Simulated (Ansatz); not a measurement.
# CsH: the cost of one run

Program: Ansatz 0.2.0. Level of theory: DFT PBEsol, scalar-relativistic, plane waves, PAW. These are calculated values, not measurements.

### Step 1. Starting point

It takes space group Fm-3m (No. 225, cubic). The conventional cell has a = 6.040 Å, b = 6.040 Å, c = 6.040 Å, α = 90.00°, β = 90.00°, γ = 90.00°. Cs (site symmetry m-3m) is surrounded by 6 H at 3.02 Å. H (site symmetry m-3m) has 6 Cs at 3.02 Å as nearest neighbours.

Coordinates:

```
CELL_PARAMETERS angstrom
0.00000 3.02000 3.02000
3.02000 0.00000 3.02000
3.02000 3.02000 0.00000
ATOMIC_POSITIONS crystal
Cs 0.00000 0.00000 0.00000
H 0.50000 0.50000 0.50000
```

This is a trial structure built by rule; it need not be a known or stable form of this composition.

This is a trial structure, the rocksalt prototype, and another one may lie lower.

### Step 2. Seeking zero pressure, try 1

Input file input.yaml:

```yaml
crystal:
  lattice:
    - [0.0, 3.02, 3.02]
    - [3.02, 0.0, 3.02]
    - [3.02, 3.02, 0.0]
  atoms:
    - { symbol: Cs, position: [0.0, 0.0, 0.0] }
    - { symbol: H, position: [0.5, 0.5, 0.5] }
basis:
  ecutwfc: 420
kpoints:
  mp_grid: { grid: [6, 6, 6] }
hamiltonian:
  xc: pbesol
scf:
  occupations: { method: gaussian, width: 0.05 }
output:
  forces: true
  stress: true
  eigenvalues: true
```

Started as:

```sh
$ ansatz run input.yaml --threads 1 --pin off --max-ram 1228MiB --backend cpu --events-out ev --progress --plain --runs-dir out
```

**Question.** How long does this run take on 1 thread of Arm Neoverse N1, shared host, and how much memory does it need?

About 1.5 s, with a peak of 0.28 GiB.
